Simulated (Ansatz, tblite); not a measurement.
**GaH2(vinyl) (C₂H₅Ga): one state, many levels**

Aim: run the singlet of GaH2(vinyl) (C₂H₅Ga) at one geometry on many levels, and compare frontier levels, spin and run time.

Program: Ansatz 0.2.0, Gaussian basis. Level of theory: as each input shows. These are calculated values, not measurements.

Plan: GFN1-xTB, GFN2-xTB, PBE-D4/def2-TZVP, r2SCAN-D4/def2-TZVP, LC-ωPBE/def2-TZVP, HF/def2-TZVP, BLYP-D4/def2-TZVP, ωB97M-V/def2-TZVP, B2PLYP/def2-TZVP, PBE-QIDH/def2-TZVP, revPBE-D4/def2-TZVP, PBE-D4/def2-SVP, PBE0-D4/def2-SVP, HF/6-31G, B3LYP-D4/6-31G, CCSD(T)/def2-TZVPP, MP2/def2-TZVP, RPA/def2-TZVP.

1 further run of the same task is left out (it didn't finish). Runs told in other sessions of the task aren't counted.

## Step 1: The structure

The geometry is that of the singlet, from an earlier relaxation (B3LYP-D4/def2-TZVP).

8 atoms, charge 0, spin multiplicity 1.

Bond lengths: Ga1–H2 1.570 Å, Ga1–H3 1.573 Å, Ga1–C4 1.960 Å, C4–C5 1.335 Å, C4–H6 1.088 Å, C5–H7 1.086 Å, C5–H8 1.087 Å. Angles: H2–Ga1–H3 121.4°, H2–Ga1–C4 121.7°, H3–Ga1–C4 116.9°, Ga1–C4–C5 121.1°, Ga1–C4–H6 121.1°, C5–C4–H6 117.8°, C4–C5–H7 121.9°, C4–C5–H8 122.7°, H7–C5–H8 115.4°.

Geometry (Å):

```csv
atom,x (Å),y (Å),z (Å)
Ga1,0.87388,1.16774,-0.36304
H2,2.08267,1.49199,-1.31097
H3,0.24704,2.26772,0.56988
C4,0.07690,-0.62099,-0.28554
C5,-0.94851,-0.88417,0.52797
H6,0.45598,-1.43208,-0.90356
H7,-1.37796,-0.12381,1.17278
H8,-1.41002,-1.86641,0.59249
```

PBE0-D4/def2-TZVP was run before; its log isn't repeated, and its numbers join the tables.

## Step 2: GFN1-xTB

Tight binding, by tblite at 300 K electronic temperature and without a spin-polarisation term:

```python
tblite.interface.Calculator('GFN1-xTB', numbers, positions, charge=0, uhf=0).singlepoint()
```

Energy -222.7114 eV, HOMO -11.42 eV, LUMO -7.13 eV; 0.011 s.

## Step 3: GFN2-xTB

Tight binding, by tblite at 300 K electronic temperature and without a spin-polarisation term:

```python
tblite.interface.Calculator('GFN2-xTB', numbers, positions, charge=0, uhf=0).singlepoint()
```

Energy -216.0751 eV, HOMO -10.83 eV, LUMO -6.79 eV; 0.002 s.

## Step 4: PBE-D4/def2-TZVP

start.molden holds the orbitals of an earlier run on this state, given as this run's starting guess.

in.yaml reads:

```yaml
crystal:
  periodic: [false, false, false]
  atoms:
    - {symbol: Ga, position_ang: [0.873876, 1.167742, -0.363041]}
    - {symbol: H, position_ang: [2.082673, 1.491992, -1.310967]}
    - {symbol: H, position_ang: [0.247043, 2.267719, 0.569882]}
    - {symbol: C, position_ang: [0.076899, -0.620994, -0.285545]}
    - {symbol: C, position_ang: [-0.948505, -0.884167, 0.527968]}
    - {symbol: H, position_ang: [0.455985, -1.432076, -0.903562]}
    - {symbol: H, position_ang: [-1.377957, -0.123810, 1.172782]}
    - {symbol: H, position_ang: [-1.410024, -1.866406, 0.592495]}
basis:
  gaussian: {orbitals: def2-TZVP, initial_orbitals: start.molden}
hamiltonian: {xc: pbe, dispersion: d4}
scf: {omitted_lower_state_checks: [starts]}
output: {orbitals: {seedname: orbitals}}
```

Started as:

```bash
$ ansatz run in.yaml --threads 4 --pin off --events-out ev --progress --plain --max-ram 3916MiB
```

The runs that follow: r2SCAN-D4/def2-TZVP; LC-ωPBE/def2-TZVP; HF/def2-TZVP; BLYP-D4/def2-TZVP; ωB97M-V/def2-TZVP; B2PLYP/def2-TZVP; PBE-QIDH/def2-TZVP; revPBE-D4/def2-TZVP; PBE-D4/def2-SVP; PBE0-D4/def2-SVP; HF/6-31G; B3LYP-D4/6-31G; CCSD(T)/def2-TZVPP; MP2/def2-TZVP; RPA/def2-TZVP.

Before running them: what should the planned runs give, taken together? Wanted: gap in def2-TZVP, named functionals and Hartree-Fock, smallest and largest; correlation energy, CCSD(T)/def2-TZVPP; correlation energy, MP2/def2-TZVP; binding an atom, CCSD(T)/def2-TZVPP; PBE0 total energy, smallest basis above largest.

As calculated:

```
                                                                  quantity                             value
gap in def2-TZVP, named functionals and Hartree-Fock, smallest and largest  4.16 eV (BLYP-D4), 11.55 eV (HF)
                                    correlation energy, CCSD(T)/def2-TZVPP                         -16.55 eV
                                         correlation energy, MP2/def2-TZVP                         -14.79 eV
                                       binding an atom, CCSD(T)/def2-TZVPP                          3.456 eV
                           PBE0 total energy, smallest basis above largest     9.05 eV (def2-SVP, def2-TZVP)
```

What this shows: Over the named functionals and Hartree-Fock in def2-TZVP the gap runs from 4.16 eV (BLYP-D4) to 11.55 eV (HF); exact exchange widens it. A small miss in a minimal or small basis is a cancelling of errors, not accuracy. The functionals in def2-TZVP miss CCSD(T)/def2-TZVPP by +0.016 (revPBE-D4) to +0.090 eV (PBE-D4) an atom. The reference is CCSD(T) in one finite basis, so it carries an error of its own, often a tenth of an eV or more, and near misses can't be ranked.
